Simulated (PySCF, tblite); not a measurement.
# C5H4O2+ (doublet): geometry, infrared bands and EPR parameters

Wanted: the infrared bands and EPR parameters of C5H4O2+ (doublet) (`O=C[C+]1[CH]C=CO1`), by calculation.

The runs use tblite 0.8.0 and PySCF 2.14.0, with density-fitted response routines of our own; the level of theory stands in each step. All values are computed, except where a source is named. Atoms count from 0, in the outputs and in this text.

### Step 1. Starting geometry

11 atoms, charge 1, multiplicity 2; geometry from: force field or distance geometry start.

Bonds of the start (Å): O0–C1 1.23, C1–C2 1.47, C2–C3 1.42, C3–C4 1.43, C4–C5 1.34, C5–O6 1.39, O6–C2 1.40, C1–H7 1.09, C3–H8 1.09, C4–H9 1.07, C5–H10 1.08.

### Step 2. Optimising the geometry with GFN2-xTB

The job: settings as JSON, then the geometry in Å.

```
{"job": {"kind": "relax", "xc": "GFN2-xTB", "basis": "xTB"}, "charge": 1, "multiplicity": 2}
O     -2.759200    -0.739000     0.503900
C     -2.113600     0.116100    -0.094900
C     -0.639900     0.117600    -0.084800
C      0.259800    -0.779300     0.539200
C      1.597800    -0.359900     0.259500
C      1.445400     0.730500    -0.511000
O      0.117500     1.078400    -0.755700
H     -2.575200     0.931900    -0.651300
H     -0.020000    -1.642100     1.142800
H      2.508800    -0.824500     0.583500
H      2.183900     1.372900    -0.957300
```

Run with:

```console
$ OMP_NUM_THREADS=1 python probes_run.py task.json out
```

The driver reads the jobs from task.json and runs them one after another.

**Question.** This job is followed by: GFN2-xTB harmonic vibrations, gas phase; UKS B3LYP, pcH-1 on C H O, non-relativistic, mean-field spin-orbit, GIAO. Predict these results of the whole session: strongest single infrared mode (GFN2-xTB); zero-point energy (GFN2-xTB); g(iso) (B3LYP); ⟨S²⟩; largest a(iso).

As calculated:

| quantity | value |
| --- | --- |
| strongest single infrared mode (GFN2-xTB) | 1791 cm⁻¹, 283 km/mol |
| zero-point energy (GFN2-xTB) | 46.4 kcal/mol |
| g(iso) (B3LYP) | 2.00682 |
| ⟨S²⟩ | 0.774 (exact 0.75) |
| largest a(iso) | 1H on H7, 128.1 MHz |

In words: Over 44 steps the energy fell by 0.422 eV; of the close pairs, C5–O6 changed most, 1.394 to 1.310 Å. All 27 modes are real, so the xTB geometry is a minimum. The strongest single mode, at 1791 cm⁻¹, moves mainly C1 and O0. GFN2-xTB is a fitted tight-binding method: band positions and strengths are rough. Its intensities can rank the bands wrongly. The largest spin populations lie on C2 (0.41 e), C5 (0.37 e). The isotropic g lies 4.5 ppt above the free-electron value.
